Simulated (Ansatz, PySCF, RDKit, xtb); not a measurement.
**C4H4F4S: ranking a sample of isomers**

Which of a sample of isomers of C4H4F4S is the most stable in the gas at 298.15 K, and what are its properties? The sample is small against all isomers, and the most stable one of this formula need not be in it.

Plan: many cheap relaxations first (GFN2-xTB), then density-functional screening, relaxation at B3LYP-D3(BJ)/def2-SVP, vibrations (at GFN2-xTB) and a final energy. The numbers are computed, not measured.

## 1. Drawing up candidates

Isomers were taken from a list of plausible structures; this is a sample, not all of them. That gives 8 candidates.

| label | SMILES | spin |
| --- | --- | --- |
| c016 | C=C(SCF)C(F)(F)F | singlet |
| c060 | FCCC(=S)C(F)(F)F | singlet |
| c240 | F[C@@H]1SC[C@H]1C(F)(F)F | singlet |
| c534 | CS/C(F)=C/C(F)(F)F | singlet |
| c666 | CS/C(=C\F)C(F)(F)F | singlet |
| c749 | F[C@@H]1[C@H](S)[C@@H]1C(F)(F)F | singlet |
| c768 | FCC(=S)CC(F)(F)F | singlet |
| c837 | C[C@H](F)C(=S)C(F)(F)F | singlet |

Candidates are built by distance geometry, with a force field where one applies, in up to four conformers (letters a to d).

## 2. Cheap relaxation of all starts

All 16 starts are relaxed the same way. One of them, c534a (taken from a list of plausible isomers, embedded by distance geometry and MMFF94), in full:

The input, start.xyz:

```xyz
13
c534a
C      1.188305     1.763196    -1.957430
C      0.195830     0.952124     0.437445
C     -0.134735     0.971374     1.745163
C     -0.753414    -0.141527     2.448773
F     -0.154550    -0.110153    -0.335046
F     -1.183743    -1.227419     1.632567
F     -1.962439     0.245266     3.012447
F     -0.006148    -0.727696     3.453135
S      1.004802     2.287096    -0.249865
H      1.705932     0.828821    -2.024847
H      1.687157     2.559183    -2.534287
H      0.117105     1.647776    -2.355575
H      0.148648     1.737949     2.422590
```

Launch:

```sh
$ xtb start.xyz --gfn 2 --opt
```

Standard output (excerpt; [...] marks lines left out):

```text
* xtb version 6.7.1
[...]
          :  # basis functions                  46          :
[...]
          :  # electrons                        54          :
[...]
          :  Hamiltonian                  GFN2-xTB          :
[...]
          :  net charge                          0          :
          :  unpaired electrons                  0          :
[...]
   *** convergence criteria satisfied after 12 iterations ***
[...]
   *** GEOMETRY OPTIMIZATION CONVERGED AFTER 7 ITERATIONS ***
[...]
   *** convergence criteria satisfied after 3 iterations ***
[...]
         ::                     SUMMARY                     ::
         :::::::::::::::::::::::::::::::::::::::::::::::::::::
         :: total energy             -32.752749550421 Eh    ::
         :: gradient norm              0.000468766160 Eh/a0 ::
         :: HOMO-LUMO gap              3.589403496529 eV    ::
         ::.................................................::
         :: SCC energy               -32.950798216914 Eh    ::
         :: -> isotropic ES            0.054668496760 Eh    ::
         :: -> anisotropic ES          0.002557902219 Eh    ::
         :: -> anisotropic XC         -0.016093204844 Eh    ::
         :: -> dispersion             -0.008690500013 Eh    ::
         :: repulsion energy           0.198048666493 Eh    ::
         :: add. restraining           0.000000000000 Eh    ::
         :: total charge              -0.000000000000 e     ::
         :::::::::::::::::::::::::::::::::::::::::::::::::::::
[...]
        27        2.0000           -0.4081256             -11.1057 (HOMO)
        28                         -0.2762174              -7.5163 (LUMO)
[...]
     #   Z          covCN         q      C6AA      α(0)
     1   6          3.744    -0.062    21.756     6.654
     2   6          2.741     0.205    23.643     7.961
     3   6          2.945    -0.125    31.170     9.157
     4   6          3.332     0.498    17.178     6.573
     5   9          0.811    -0.177    10.997     3.917
     6   9          0.791    -0.193    11.166     3.947
     7   9          0.792    -0.207    11.308     3.972
     8   9          0.791    -0.207    11.312     3.973
     9  16          2.022    -0.069   143.938    20.193
    10   1          0.925     0.080     1.978     2.199
    11   1          0.925     0.079     1.989     2.205
    12   1          0.925     0.080     1.982     2.201
    13   1          0.926     0.098     1.803     2.100
[...]
     #   Z sym  total        # sym  WBO       # sym  WBO       # sym  WBO
 ---------------------------------------------------------------------------
     1   6      3.961 --     9      1.007    12      0.980    10      0.980
                            11      0.976
     2   6      3.890 --     3      1.731     9      1.096     5      1.005
     3   6      3.952 --     2      1.731     4      0.972    13      0.956
                             9      0.136
     4   6      3.841 --     3      0.972     6      0.962     7      0.938
                             8      0.937
     5   9      1.162 --     2      1.005
     6   9      1.087 --     4      0.962
     7   9      1.070 --     4      0.938
     8   9      1.070 --     4      0.937
     9  16      2.350 --     2      1.096     1      1.007     3      0.136
    10   1      0.993 --     1      0.980
[...]
molecular dipole:
                 x           y           z       tot (Debye)
 q only:        0.866       1.181      -1.284
   full:        0.809       1.016      -1.398       4.850
molecular quadrupole (traceless):
[...]
          | TOTAL ENERGY              -32.752749550421 Eh   |
          | GRADIENT NORM               0.000468766160 Eh/α |
          | HOMO-LUMO GAP               3.589403496529 eV   |
           -------------------------------------------------
[...]
```

It took 0.067 s on 4 threads of Arm Neoverse V2, shared host.

## 3. Distinct minima at GFN2-xTB

16 of the 16 relaxations converged; 1 ended on a minimum already found. 15 distinct structures remain:

| label | start | SMILES after | spin | energy (kcal/mol) |
| --- | --- | --- | --- | --- |
| c240a | drawn | F[C@@H]1SC[C@H]1C(F)(F)F | singlet | 0.0 |
| c768a | drawn | FCC(=S)CC(F)(F)F | singlet | 6.5 |
| c768b | drawn | FCC(=S)CC(F)(F)F | singlet | 10.4 |
| c060c | drawn | FCCC(=S)C(F)(F)F | singlet | 12.0 |
| c060b | drawn | FCCC(=S)C(F)(F)F | singlet | 12.2 |
| c060a | drawn | FCCC(=S)C(F)(F)F | singlet | 12.9 |
| c534a | drawn | CS/C(F)=C/C(F)(F)F | singlet | 13.0 |
| c837b | drawn | C[C@H](F)C(=S)C(F)(F)F | singlet | 13.6 |
| c749a | drawn | F[C@@H]1[C@H](S)[C@@H]1C(F)(F)F | singlet | 13.7 |
| c837a | drawn | C[C@H](F)C(=S)C(F)(F)F | singlet | 14.6 |
| c666a | drawn | CS/C(=C\F)C(F)(F)F | singlet | 15.9 |
| c749b | drawn | F[C@@H]1[C@H](S)[C@@H]1C(F)(F)F | singlet | 16.0 |
| c666b | drawn | CS/C(=C\F)C(F)(F)F | singlet | 18.7 |
| c016a | drawn | C=C(SCF)C(F)(F)F | singlet | 19.8 |
| c016b | drawn | C=C(SCF)C(F)(F)F | singlet | 20.6 |

## 4. Single points on the low minima

A choice of the minima (the low ones first, few conformers of a pattern, up to a cap) and the lowest that fell apart get a single point at r2SCAN-D4/def2-SVP on the tight-binding geometry, and one at HF/STO-3G for comparison. The lowest singlets are also tried as triplets at the same geometry (label ending in t). Within 30 kcal/mol but not screened, among others: c060a. The first, c240a:

The input, input.yaml:

```yaml
crystal:
  periodic: [false, false, false]
  atoms:
    - {symbol: C, position_ang: [-0.020429, 0.857586, -2.758176]}
    - {symbol: C, position_ang: [-0.868603, -0.499061, -1.128412]}
    - {symbol: C, position_ang: [-0.086021, 0.813607, -1.228629]}
    - {symbol: C, position_ang: [1.267649, 0.795400, -0.537373]}
    - {symbol: F, position_ang: [-0.426731, 2.038840, -3.280516]}
    - {symbol: F, position_ang: [1.144144, 0.616232, 0.784191]}
    - {symbol: F, position_ang: [2.049672, -0.196510, -0.988600]}
    - {symbol: F, position_ang: [1.944246, 1.933559, -0.719459]}
    - {symbol: S, position_ang: [-1.229067, -0.514850, -2.927689]}
    - {symbol: H, position_ang: [0.947772, 0.614191, -3.204135]}
    - {symbol: H, position_ang: [-1.764168, -0.463442, -0.514531]}
    - {symbol: H, position_ang: [-0.254524, -1.353675, -0.850573]}
    - {symbol: H, position_ang: [-0.646943, 1.671776, -0.848379]}
basis:
  gaussian:
    orbitals: def2-SVP
hamiltonian:
  xc: r2scan
  dispersion: d4
scf:
  lower_state_search: off
```

Launch:

```sh
$ ansatz run input.yaml --threads 4 --pin off --max-ram 7830MiB --events-out events.jsonl --progress --plain --runs-dir runs
```

Standard output (excerpt; [...] marks lines left out):

```text
Warning: RAYON_NUM_THREADS=4 ignored (pool sized by the plan → 4); use --threads N
Functional definition: r2SCAN
  name "r2SCAN"
[...]
1661 factors; their error is unknown
[...]
mean field -25893.19020275 eV, -951.5571889164 hartree, gradient 3.0e-6 eV, S^2 0.000000; 0 other end points of the search recorded, 0 dependent functions left out
reference -25893.19020982 eV, -951.5571891760 hartree; 40, 40 occupied and 110, 110 virtual orbitals, 1661 factors
Total energy: -25893.28035885 eV, -951.5605020918 hartree
Checks for a lower state left out: stability, starts, cluster_reference, orbital_swaps, neighbouring_geometries, increment
```

Wall time 2.6 s (4 threads of Arm Neoverse V2, shared host); peak memory 0.21 GiB.

Relative energies in kcal/mol, each column from its lowest structure that stays in one piece:

| label | SMILES | spin | GFN2-xTB | HF/STO-3G | r2SCAN-D4/def2-SVP |
| --- | --- | --- | --- | --- | --- |
| c240a | F[C@@H]1SC[C@H]1C(F)(F)F | singlet | 0.0 | 0.0 | 0.0 |
| c768a | FCC(=S)CC(F)(F)F | singlet | 6.5 | 32.9 | 1.2 |
| c768b | FCC(=S)CC(F)(F)F | singlet | 10.4 | 34.6 | 5.8 |
| c837b | C[C@H](F)C(=S)C(F)(F)F | singlet | 13.6 | 31.2 | 5.9 |
| c534a | CS/C(F)=C/C(F)(F)F | singlet | 13.0 | 21.0 | 7.0 |
| c060b | FCCC(=S)C(F)(F)F | singlet | 12.2 | 33.3 | 7.7 |
| c060c | FCCC(=S)C(F)(F)F | singlet | 12.0 | 33.9 | 7.7 |
| c837a | C[C@H](F)C(=S)C(F)(F)F | singlet | 14.6 | 32.9 | 7.8 |
| c666a | CS/C(=C\F)C(F)(F)F | singlet | 15.9 | 26.3 | 8.5 |
| c666b | CS/C(=C\F)C(F)(F)F | singlet | 18.7 | 25.6 | 8.6 |
| c016a | C=C(SCF)C(F)(F)F | singlet | 19.8 | 32.3 | 12.2 |
| c749a | F[C@@H]1[C@H](S)[C@@H]1C(F)(F)F | singlet | 13.7 | 30.8 | 13.4 |
| c749b | F[C@@H]1[C@H](S)[C@@H]1C(F)(F)F | singlet | 16.0 | 31.2 | 14.4 |
| c016b | C=C(SCF)C(F)(F)F | singlet | 20.6 | 35.1 | 16.3 |
| c768at | FCC(=S)CC(F)(F)F | triplet | – | – | 44.8 |
| c240at | F[C@@H]1SC[C@H]1C(F)(F)F | triplet | – | – | 103.9 |

## 5. Refinement at B3LYP-D3(BJ)/def2-SVP

6 candidates are relaxed at B3LYP-D3(BJ)/def2-SVP (chosen among the lowest in one piece, one conformer a pattern). The first, c240a:

input.yaml: that of step 4 with these lines changed.

```diff
@@ -19,6 +19,9 @@
     orbitals: def2-SVP
+total_charge: 0
 hamiltonian:
-  xc: r2scan
-  dispersion: d4
+  xc: {name: B3LYP}
+  dispersion: d3bj
 scf:
-  lower_state_search: off
+  lower_state_search: "off"
+relax:
+  f_tol: 0.006
```

Launch:

```sh
$ ansatz run input.yaml --threads 4 --pin off --max-ram 7830MiB --events-out events.jsonl --progress --plain --runs-dir runs
```

Standard output (excerpt; [...] marks lines left out):

```text
Warning: RAYON_NUM_THREADS=4 ignored (pool sized by the plan → 4); use --threads N
[...]
Functional definition: B3LYP
  name "B3LYP"
[...]
1626 factors; integrals over basis functions are off by at most 2.9e-4 eV
[...]
mean field -25901.08621058 eV, -951.8473618520 hartree, gradient 6.0e-6 eV, S^2 0.000000; 0 other end points of the search recorded, 0 dependent functions left out
[...]
reference -25901.08641779 eV, -951.8473694670 hartree; 40, 40 occupied and 110, 110 virtual orbitals, 1626 factors
relax step   1: F+E_penalty+E_count = -25901.66531402 eV  Δ(F+E_penalty+E_count) = +0.000e0 eV  max|allowed force component| = 6.399e-1 eV/Å  Δτ_max = 0.0000 Å  (15 SCF iters, accepted)
[...]
relax step   3: F+E_penalty+E_count = -25901.69692834 eV  Δ(F+E_penalty+E_count) = -2.872e-3 eV  max|allowed force component| = 7.502e-2 eV/Å  Δτ_max = 0.0136 Å  (20 SCF iters, accepted)
[...]
Atom 4 at    -0.377406     2.079607    -3.267348 Å, force     0.000676     0.004338    -0.002482 eV/Å
Atom 5 at     1.122013     0.661915     0.797980 Å, force     0.001429    -0.000139     0.001767 eV/Å
Atom 6 at     2.056292    -0.201588    -0.957853 Å, force     0.004575    -0.002077     0.000351 eV/Å
Atom 7 at     1.925385     1.951806    -0.754742 Å, force     0.001231     0.000810     0.001030 eV/Å
Atom 8 at    -1.283606    -0.467967    -2.933732 Å, force     0.001651    -0.002324     0.000484 eV/Å
Atom 9 at     0.948019     0.583148    -3.213511 Å, force    -0.001678    -0.000241     0.000413 eV/Å
Atom 10 at    -1.744058    -0.489241    -0.465020 Å, force     0.001396    -0.000728    -0.001426 eV/Å
Atom 11 at    -0.249744    -1.392919    -0.884843 Å, force    -0.001337    -0.000091    -0.001664 eV/Å
Atom 12 at    -0.651836     1.649801    -0.869335 Å, force    -0.000477    -0.000424    -0.002062 eV/Å
Dipole moment:    -0.128661    -0.164845     0.173334 e Å
Checks for a lower state left out: stability, starts, cluster_reference, orbital_swaps, neighbouring_geometries, increment
```

Run time: 24 s. Hardware: 4 threads of Arm Neoverse V2, shared host; peak memory 0.42 GiB.

Energy change by step (eV): 0.0000, -0.0287, -0.0316, -0.0320, -0.0324, -0.0327, 0.2956, -0.0329, -0.0329.

After the run. Bond lengths: C1–C3 1.536 Å, C2–C3 1.541 Å, C3–C4 1.512 Å, C1–F5 1.363 Å, C4–F6 1.342 Å, C4–F7 1.347 Å, C4–F8 1.341 Å, C1–S9 1.846 Å, C2–S9 1.852 Å, C1–H10 1.101 Å, C2–H11 1.098 Å, C2–H12 1.098 Å, C3–H13 1.099 Å. Some angles: C1–C3–C2 97.1°, C1–C3–C4 115.7°, C2–C3–C4 116.0°, C3–C1–F5 113.7°, C3–C1–S9 91.9°, F5–C1–S9 115.4°, C3–C2–S9 91.6°, C3–C4–F6 111.2°, C3–C4–F7 111.3°, C3–C4–F8 111.2°.

## 6. The relaxed candidates

| label | spin | r2SCAN-D4/def2-SVP (kcal/mol) | B3LYP-D3(BJ)/def2-SVP, relaxed (kcal/mol) | time |
| --- | --- | --- | --- | --- |
| c240a | singlet | 0.0 | 0.0 | 24 s |
| c768a | singlet | 1.2 | 0.1 | 24 s |
| c837b | singlet | 5.9 | 4.9 | 26 s |
| c060b | singlet | 7.7 | 5.9 | 26 s |
| c534a | singlet | 7.0 | 6.1 | 50 s |
| c666a | singlet | 8.5 | 7.0 | 80 s |

c240a: Bond lengths: C1–C3 1.536 Å, C2–C3 1.541 Å, C3–C4 1.512 Å, C1–F5 1.363 Å, C4–F6 1.342 Å, C4–F7 1.347 Å, C4–F8 1.341 Å, C1–S9 1.846 Å, C2–S9 1.852 Å, C1–H10 1.101 Å, C2–H11 1.098 Å, C2–H12 1.098 Å, C3–H13 1.099 Å. Some angles: C1–C3–C2 97.1°, C1–C3–C4 115.7°, C2–C3–C4 116.0°, C3–C1–F5 113.7°, C3–C1–S9 91.9°, F5–C1–S9 115.4°, C3–C2–S9 91.6°, C3–C4–F6 111.2°, C3–C4–F7 111.3°, C3–C4–F8 111.2°.

c768a: Bond lengths: C1–C2 1.512 Å, C2–C3 1.510 Å, C3–C4 1.522 Å, C1–F5 1.379 Å, C4–F6 1.340 Å, C4–F7 1.346 Å, C4–F8 1.340 Å, C2–S9 1.625 Å, C1–H10 1.101 Å, C1–H11 1.106 Å, C3–H12 1.097 Å, C3–H13 1.100 Å. Some angles: C1–C2–C3 116.0°, C1–C2–S9 120.8°, C3–C2–S9 123.1°, C2–C1–F5 111.8°, C2–C3–C4 112.8°, C3–C4–F6 111.6°, C3–C4–F7 111.9°, C3–C4–F8 110.5°, F6–C4–F7 107.3°, F6–C4–F8 107.8°.

c837b: Bond lengths: C1–C2 1.525 Å, C2–C3 1.520 Å, C3–C4 1.529 Å, C2–F5 1.376 Å, C4–F6 1.325 Å, C4–F7 1.350 Å, C4–F8 1.346 Å, C3–S9 1.613 Å, C1–H10 1.098 Å, C1–H11 1.100 Å, C1–H12 1.100 Å, C2–H13 1.105 Å. Some angles: C1–C2–C3 111.7°, C1–C2–F5 108.8°, C3–C2–F5 109.7°, C2–C3–C4 114.0°, C2–C3–S9 124.0°, C4–C3–S9 122.0°, C3–C4–F6 113.7°, C3–C4–F7 110.3°, C3–C4–F8 109.3°, F6–C4–F7 107.9°.

c060b: Bond lengths: C1–C2 1.528 Å, C2–C3 1.507 Å, C3–C4 1.533 Å, C1–F5 1.377 Å, C4–F6 1.346 Å, C4–F7 1.350 Å, C4–F8 1.327 Å, C3–S9 1.618 Å, C1–H10 1.103 Å, C1–H11 1.101 Å, C2–H12 1.104 Å, C2–H13 1.098 Å. Some angles: C1–C2–C3 114.5°, C2–C1–F5 109.8°, C2–C3–C4 115.0°, C2–C3–S9 124.6°, C4–C3–S9 120.4°, C3–C4–F6 109.8°, C3–C4–F7 110.2°, C3–C4–F8 113.6°, F6–C4–F7 107.1°, F6–C4–F8 108.1°.

## 7. Are they minima? Harmonic frequencies

The lowest few in one piece go on as finalists (c666a drops out). In this search the thermal terms come from GFN2-xTB at its own nearest minimum. The first, c240a:

The input, start.xyz:

```xyz
13
c240a
C     -0.017183     0.864965    -2.764659
C     -0.870908    -0.520805    -1.129570
C     -0.069222     0.790847    -1.230915
C      1.269253     0.804084    -0.528735
F     -0.377406     2.079607    -3.267348
F      1.122013     0.661915     0.797980
F      2.056292    -0.201588    -0.957853
F      1.925385     1.951806    -0.754742
S     -1.283606    -0.467967    -2.933732
H      0.948019     0.583148    -3.213511
H     -1.744058    -0.489241    -0.465020
H     -0.249744    -1.392919    -0.884843
H     -0.651836     1.649801    -0.869335
```

Launch:

```sh
$ xtb start.xyz --gfn 2 --ohess tight
```

Standard output (excerpt; [...] marks lines left out):

```text
* xtb version 6.7.1
[...]
          :  # basis functions                  46          :
[...]
          :  # electrons                        54          :
[...]
          :  Hamiltonian                  GFN2-xTB          :
[...]
          :  net charge                          0          :
          :  unpaired electrons                  0          :
[...]
   *** convergence criteria satisfied after 11 iterations ***
[...]
   *** GEOMETRY OPTIMIZATION CONVERGED AFTER 10 ITERATIONS ***
[...]
   *** convergence criteria satisfied after 3 iterations ***
[...]
         ::                     SUMMARY                     ::
         :::::::::::::::::::::::::::::::::::::::::::::::::::::
         :: total energy             -32.773476088869 Eh    ::
         :: gradient norm              0.000084288899 Eh/a0 ::
         :: HOMO-LUMO gap              3.380262970455 eV    ::
         ::.................................................::
         :: SCC energy               -32.935691155428 Eh    ::
         :: -> isotropic ES            0.056026036530 Eh    ::
         :: -> anisotropic ES          0.002224127721 Eh    ::
         :: -> anisotropic XC         -0.016110394953 Eh    ::
         :: -> dispersion             -0.009656975215 Eh    ::
         :: repulsion energy           0.162215066559 Eh    ::
         :: add. restraining           0.000000000000 Eh    ::
         :: total charge              -0.000000000000 e     ::
         :::::::::::::::::::::::::::::::::::::::::::::::::::::
[...]
        27        2.0000           -0.4015540             -10.9268 (HOMO)
        28                         -0.2773316              -7.5466 (LUMO)
[...]
molecular dipole:
                 x           y           z       tot (Debye)
 q only:       -0.591      -0.489       0.205
   full:       -0.387      -0.342       0.424       1.698
molecular quadrupole (traceless):
[...]
          | TOTAL ENERGY              -32.773476088869 Eh   |
          | TOTAL ENTHALPY            -32.686019204638 Eh   |
          | TOTAL FREE ENERGY         -32.730118245831 Eh   |
          | GRADIENT NORM               0.000084296508 Eh/α |
[...]
```

Run time: 0.19 s. Hardware: 4 threads of Arm Neoverse V2, shared host.

## 8. Thermal terms of the finalists

As xtb prints them, at 298.15 K, with its own treatment of low modes:

| label | SMILES | spin | lowest mode (cm⁻¹) | zero-point (kcal/mol) | G − E (kcal/mol) |
| --- | --- | --- | --- | --- | --- |
| c240a | F[C@@H]1SC[C@H]1C(F)(F)F | singlet | 40 | 48.9 | 27.2 |
| c768a | FCC(=S)CC(F)(F)F | singlet | 31 | 48.1 | 25.8 |
| c837b | C[C@H](F)C(=S)C(F)(F)F | singlet | 18 | 48.0 | 25.7 |
| c060b | FCCC(=S)C(F)(F)F | singlet | 32 | 48.4 | 26.0 |
| c534a | CS/C(F)=C/C(F)(F)F | singlet | 23i | 46.9 | 24.9 |

c534a keeps an imaginary mode, a small one that points to a nearly free motion; the harmonic terms are rough for it.

## 9. Energies at the top level

Each finalist gets a single point at CCSD(T)/def2-SVP + MP2/def2-TZVPP - MP2/def2-SVP.

c240a, CCSD(T)/def2-SVP:

The input, input.yaml:

```yaml
basis:
  gaussian: {orbitals: def2-SVP}
crystal:
  periodic: [false, false, false]
  atoms:
    - {symbol: C, position_ang: [-0.017183, 0.864965, -2.764659]}
    - {symbol: C, position_ang: [-0.870908, -0.520805, -1.129570]}
    - {symbol: C, position_ang: [-0.069222, 0.790847, -1.230915]}
    - {symbol: C, position_ang: [1.269253, 0.804084, -0.528735]}
    - {symbol: F, position_ang: [-0.377406, 2.079607, -3.267348]}
    - {symbol: F, position_ang: [1.122013, 0.661915, 0.797980]}
    - {symbol: F, position_ang: [2.056292, -0.201588, -0.957853]}
    - {symbol: F, position_ang: [1.925385, 1.951806, -0.754742]}
    - {symbol: S, position_ang: [-1.283606, -0.467967, -2.933732]}
    - {symbol: H, position_ang: [0.948019, 0.583148, -3.213511]}
    - {symbol: H, position_ang: [-1.744058, -0.489241, -0.465020]}
    - {symbol: H, position_ang: [-0.249744, -1.392919, -0.884843]}
    - {symbol: H, position_ang: [-0.651836, 1.649801, -0.869335]}
correlation: {method: ccsd_t, frozen_orbitals: {C: 1, S: 5, F: 1, H: 0}}
```

Launch:

```sh
$ ansatz run input.yaml --threads 4 --pin off --max-ram 7830MiB --events-out events.jsonl --progress --plain --runs-dir runs
```

Standard output (excerpt; [...] marks lines left out):

```text
Warning: RAYON_NUM_THREADS=4 ignored (pool sized by the plan → 4); use --threads N
Functional definition: HF
  name "HF"
[...]
1467 factors; integrals over basis functions are off by at most 1.2e-3 eV
[...]
mean field -25810.20565347 eV, -948.5075629795 hartree, gradient 2.0e-6 eV, S^2 0.000000; 0 other end points of the search recorded, 0 dependent functions left out
13 core orbitals not correlated: weight in the atoms' cores, before any rotation towards them, 1.000 or more for the frozen orbitals, at most 0.000 for the correlated occupied ones
reference -25810.20565347 eV, -948.5075629795 hartree; 27, 27 occupied and 110, 110 virtual orbitals, 1467 factors
second order -37.98887086 eV of doubles, -0.00000000 eV of singles
cycle   1  -38.31767301 eV  change   -3.3e-1 eV  update   1.3e-1
[...]
cycle   9  -39.35631694 eV  change   -1.8e-5 eV  update   3.9e-5
perturbative correction -1.02954210 eV, -0.0378349742 hartree
Total energy: -25850.59151252 eV, -949.9917159247 hartree
```

Wall time 60 s (4 threads of Arm Neoverse V2, shared host); peak memory 1.5 GiB.

[end of part 1 of 2]
